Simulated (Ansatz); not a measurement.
**CH2BFO: taking an electron away**

The task here is to estimate one member of a computed series from the others.

Method: unrestricted cation, the program's frozen cores in correlated methods; program: Ansatz 0.2.0, Gaussian basis.

Plan: UKS PBE-D4/def2-TZVPP; UKS r2SCAN-D4/def2-TZVPP; UKS PBE0-D4/def2-TZVPP; UKS B3LYP-D4/def2-TZVPP; UKS wB97X-V/def2-TZVPP; UKS wB97M-V/def2-TZVPP; UKS B2PLYP/def2-TZVPP; UHF-CCSD(T)/def2-TZVPP; UHF-MP2/def2-QZVPP; extrapolation to the limit; then −ε(HOMO) from the neutral's earlier runs with LDA (SPW92), PBE-D4, revPBE-D4, BLYP-D4, r2SCAN-D4, B97M-V, PBE0-D4, B3LYP-D4, r2SCANh-D4, r2SCAN0-D4, HSE06-D4, BHLYP-D4, CAM-B3LYP-D4, LC-ωPBE, ωB97X-V, ωB97M-V.

**The geometry**

An earlier PBE0-D4 in a triple-zeta def2 set relaxation fixed the geometry.

6 atoms, charge 0, spin multiplicity 1.

Atoms are counted from 1 here; the program's logs count them from 0.

Bond lengths: F1–C2 1.353 Å, C2–B3 1.508 Å, C2–O4 1.454 Å, C2–H5 1.086 Å, B3–O4 1.337 Å, B3–H6 1.182 Å. Angles: F1–C2–B3 120.6°, F1–C2–O4 112.5°, F1–C2–H5 110.3°, B3–C2–O4 53.6°, B3–C2–H5 128.7°, O4–C2–H5 113.1°, C2–B3–O4 61.1°, C2–B3–H6 161.4°, O4–B3–H6 137.4°, C2–O4–B3 65.3°.

Set-up of the first run:

The input, in.yaml:

```yaml
crystal:
  periodic: [false, false, false]
  atoms:
    - {symbol: F, position_ang: [-1.443861, 0.012985, -0.921235]}
    - {symbol: C, position_ang: [-0.181095, -0.277308, -0.531364]}
    - {symbol: B, position_ang: [0.301638, 0.099215, 0.847265]}
    - {symbol: O, position_ang: [0.579553, 0.910761, -0.178673]}
    - {symbol: H, position_ang: [0.310841, -0.892843, -1.277995]}
    - {symbol: H, position_ang: [0.475023, 0.083190, 2.015902]}
basis:
  gaussian: {orbitals: def2-TZVPP}
total_charge: 1
magnetization: {spin_polarized: true, initial_magnetization: 1}
hamiltonian: {xc: pbe, dispersion: d4}
```

Started as:

```
> ansatz run in.yaml --threads 2 --pin off --events-out ev --progress --plain --max-ram 4352MiB
```

Among the steps run: Cation, UKS PBE-D4/def2-TZVPP; Cation, UKS r2SCAN-D4/def2-TZVPP; Cation, UKS PBE0-D4/def2-TZVPP; Cation, UKS B3LYP-D4/def2-TZVPP; Cation, UKS wB97X-V/def2-TZVPP; Cation, UKS wB97M-V/def2-TZVPP; Cation, UKS B2PLYP (frozen core)/def2-TZVPP; Cation, UHF-CCSD(T)/def2-TZVPP; Cation, UHF-MP2/def2-QZVPP.

One of the session's tables, all rows but one given; the rest of the session is left out.

For comparison, −ε(HOMO) of the neutral from earlier runs:

| functional | −ε(HOMO) (eV) |
| --- | --- |
| LDA (SPW92) | 7.02 |
| PBE-D4 | 6.84 |
| revPBE-D4 | 6.77 |
| BLYP-D4 | 6.77 |
| r2SCAN-D4 | 7.11 |
| B97M-V | 7.20 |
| PBE0-D4 | 8.33 |
| B3LYP-D4 | 8.13 |
| r2SCANh-D4 | 7.67 |
| r2SCAN0-D4 | 8.51 |
| HSE06-D4 | 7.92 |
| BHLYP-D4 | 9.77 |
| CAM-B3LYP-D4 | 9.83 |
| LC-ωPBE | 11.17 |
| ωB97X-V | ? |
| ωB97M-V | 10.68 |

**Question.** Estimate the row for ωB97X-V.

**Answer.** −ε(HOMO) (eV): 10.78. In the column «−ε(HOMO) (eV)» it lies between ωB97M-V (10.68) and LC-ωPBE (11.17).

To keep in mind: The cation may have settled in a state other than its lowest; no search over hole states beyond the program's own was made.
